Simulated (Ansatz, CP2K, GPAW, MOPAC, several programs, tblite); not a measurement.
Many methods on one cell: GaCuSe2 (I-42d)

GaCuSe2 (from a published structure), relaxed with r2SCAN in Ansatz, was computed with several methods. The symmetry is I-42d (No. 122, tetragonal); conventional cell a = 5.608 Å, c = 11.099 Å, 21.82 Å³ an atom. Ga has 4 Se at 2.43 Å; Cu has 4 Se at 2.41 Å; Se has 2 Cu at 2.41 Å and 2 Ga at 2.43 Å. Spin-unpolarised calculation; the starting structure is a published one, and the numbers are computed.

```yaml
crystal:
  lattice:
    - [-2.80413, 2.80413, 5.54928]
    - [2.80413, -2.80413, 5.54928]
    - [2.80413, 2.80413, -5.54928]
  atoms:
    - { symbol: Ga, position: [0.50000, 0.50000, 0.00000] }
    - { symbol: Ga, position: [0.25000, 0.75000, 0.50000] }
    - { symbol: Cu, position: [0.00000, 0.00000, 0.00000] }
    - { symbol: Cu, position: [0.75000, 0.25000, 0.50000] }
    - { symbol: Se, position: [0.37500, 0.37136, 0.49636] }
    - { symbol: Se, position: [0.62864, 0.12500, 0.00364] }
    - { symbol: Se, position: [0.87500, 0.87864, 0.50364] }
    - { symbol: Se, position: [0.12136, 0.62500, 0.99636] }
```

Gaps and times are for a single point on this cell; volume and bulk modulus come from each method's own relaxation or energy curve at fixed shape, which is too stiff where a cell has free coordinates or axes. Times are rough, from shared hosts (Arm Neoverse V2), and each method has its own mesh and cell size. A dagger marks a closed or tiny gap in a crystal that DFT finds insulating: a failure of the method or a wrong SCF state. A double dagger marks a value from a curve with shape and coordinates held. PM7 (MOPAC) and PM6 (MOPAC): levels, charges or heat of formation failed a check of plausibility, so no values are given. PM6 (MOPAC), PM7 (MOPAC), GFN1-xTB (tblite), GFN2-xTB (tblite) treat a cluster of cells at its zone centre, which samples few k points: where these miss a band edge, the gap comes out too large for that reason alone. Gaps from k meshes are read at a limited set of points (mesh, symmetry points, PBE's band edges), so each method's own least gap may be somewhat smaller. xTB and the PM methods were fitted mostly to molecules, and can miss a solid's gap by electronvolts. Minimal bases can be far off for gaps. GLLB-SC's gap includes the derivative discontinuity. d marks a direct gap, i an indirect one (no mark: not told apart), a dash a value that wasn't computed or didn't pass its checks.

```json
{"method": "PM7 (MOPAC)", "kind": "semi-empirical", "gap (eV)": "–", "own volume (Å³/atom)": "–", "bulk modulus (GPa)": "–", "atoms computed": "64", "processor time": "3.6 s"}
{"method": "GFN1-xTB (tblite)", "kind": "tight binding", "gap (eV)": "0.10†", "own volume (Å³/atom)": "22.61‡", "bulk modulus (GPa)": "67‡", "atoms computed": "64", "processor time": "4.8 s"}
{"method": "GFN2-xTB (tblite)", "kind": "tight binding", "gap (eV)": "2.42", "own volume (Å³/atom)": "–", "bulk modulus (GPa)": "–", "atoms computed": "64", "processor time": "5.3 s"}
{"method": "light PBE (260 eV and a coarse mesh)", "kind": "light plane-wave", "gap (eV)": "0.25 d", "own volume (Å³/atom)": "–", "bulk modulus (GPa)": "–", "atoms computed": "8", "processor time": "6.4 s"}
{"method": "PM6 (MOPAC)", "kind": "semi-empirical", "gap (eV)": "–", "own volume (Å³/atom)": "–", "bulk modulus (GPa)": "–", "atoms computed": "64", "processor time": "15 s"}
{"method": "PBE/SZV (CP2K)", "kind": "small basis", "gap (eV)": "0.11 d", "own volume (Å³/atom)": "–", "bulk modulus (GPa)": "–", "atoms computed": "8", "processor time": "25 s"}
{"method": "PBE", "kind": "semilocal", "gap (eV)": "0.18 d", "own volume (Å³/atom)": "22.65", "bulk modulus (GPa)": "60‡", "atoms computed": "8", "processor time": "48 s"}
{"method": "GLLB-SC (GPAW)", "kind": "model potential", "gap (eV)": "1.04", "own volume (Å³/atom)": "–", "bulk modulus (GPa)": "–", "atoms computed": "8", "processor time": "66 s"}
{"method": "PBE/DZVP (CP2K)", "kind": "small basis", "gap (eV)": "0.17 d", "own volume (Å³/atom)": "23.02‡", "bulk modulus (GPa)": "56‡", "atoms computed": "8", "processor time": "79 s"}
{"method": "r2SCAN", "kind": "semilocal", "gap (eV)": "0.56 d", "own volume (Å³/atom)": "21.82", "bulk modulus (GPa)": "71‡", "atoms computed": "8", "processor time": "100 s"}
```

Against r2SCAN (0.56 eV) and with closed or daggered gaps left aside, the nearest gap at the points sampled is that of light PBE (260 eV and a coarse mesh) (-0.31 eV) and the farthest that of GFN2-xTB (tblite) (+1.86 eV). r2SCAN is only a yardstick of convenience: semilocal gaps usually lie below measured ones, which GLLB-SC and hybrids aim to mend.

Volumes against r2SCAN's: PBE +3.8 %.

The runs are scalar-relativistic, without spin-orbit coupling.
